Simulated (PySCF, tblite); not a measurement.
# CH7O2Si2 radical: geometry, infrared bands and EPR parameters

Aim: predict the infrared bands and EPR parameters of CH7O2Si2 radical (`O[CH][SiH2]O[SiH3]`).

Computed with tblite 0.8.0 and PySCF 2.14.0, with density-fitted response routines of our own, on a single molecule in the gas phase. Atoms are numbered from 0 throughout.

**1. The molecule as given**

12 atoms, charge 0, multiplicity 2; geometry from: force field or distance geometry start.

Bonds of the start (Å): O0–C1 1.37, C1–Si2 1.80, Si2–O3 1.67, O3–Si4 1.65, O0–H5 0.99, C1–H6 1.09, Si2–H7 1.49, Si2–H8 1.48, Si4–H9 1.49, Si4–H10 1.48, Si4–H11 1.48.

**2. Relaxing the molecule with GFN2-xTB**

What the job is given:

```
{"job": {"kind": "relax", "xc": "GFN2-xTB", "basis": "xTB"}, "charge": 0, "multiplicity": 2}
O      2.463600     1.242700    -0.463900
C      2.048500     0.547400     0.637900
Si     0.448500    -0.248200     0.848200
O     -0.493500     0.006300    -0.512500
Si    -2.009500    -0.401300    -1.026000
H      1.759500     1.277800    -1.155900
H      2.817100     0.509500     1.406900
H     -0.254700     0.325800     2.025300
H      0.612700    -1.704200     1.057000
H     -2.216600     0.159600    -2.386400
H     -2.149000    -1.876600    -1.084200
H     -3.025500     0.160500    -0.107800
```

Command:

```console
OMP_NUM_THREADS=1 python probes_run.py task.json out
```

The driver reads the jobs from task.json and runs them one after another.

**Question.** This job is followed by: GFN2-xTB harmonic vibrations, gas phase; UKS B3LYP, pcH-1 on C H O Si, non-relativistic, mean-field spin-orbit, GIAO. Predict these results of the whole session: strongest single infrared mode (GFN2-xTB); zero-point energy (GFN2-xTB); g(iso) (B3LYP); ⟨S²⟩; largest a(iso) (averaged by class); potential on the surface of density 0.002 e/bohr³, 1st and 99th percentile.

**Answer**, as computed:

```
                                                                  quantity                  value
                                 strongest single infrared mode (GFN2-xTB)  1071 cm⁻¹, 532 km/mol
                                              zero-point energy (GFN2-xTB)          45.7 kcal/mol
                                                            g(iso) (B3LYP)                2.00351
                                                                      ⟨S²⟩     0.753 (exact 0.75)
                                        largest a(iso) (averaged by class)    13C on C1, 68.6 MHz
potential on the surface of density 0.002 e/bohr³, 1st and 99th percentile     -1.28 V and 1.93 V
```

In words: The optimisation took 51 steps and gained 0.232 eV; among the close pairs (by a distance rule), C1–Si2 changed most, from 1.799 to 1.847 Å. The lowest mode is slightly imaginary (20i cm⁻¹), a soft motion within the noise of the Hessian, so the minimum is not strictly shown. The strongest single mode, at 1071 cm⁻¹, moves mainly O3. GFN2-xTB is a fitted tight-binding method: band positions and strengths are rough. Its intensities can rank the bands wrongly. Most of the unpaired spin sits on C1 (0.84 e). The isotropic g lies 1.2 ppt above the free-electron value. These values are for one conformer; the search (at its own cheap level) found 1 more, at 1.40 kcal/mol, and measured spectra average over such forms.
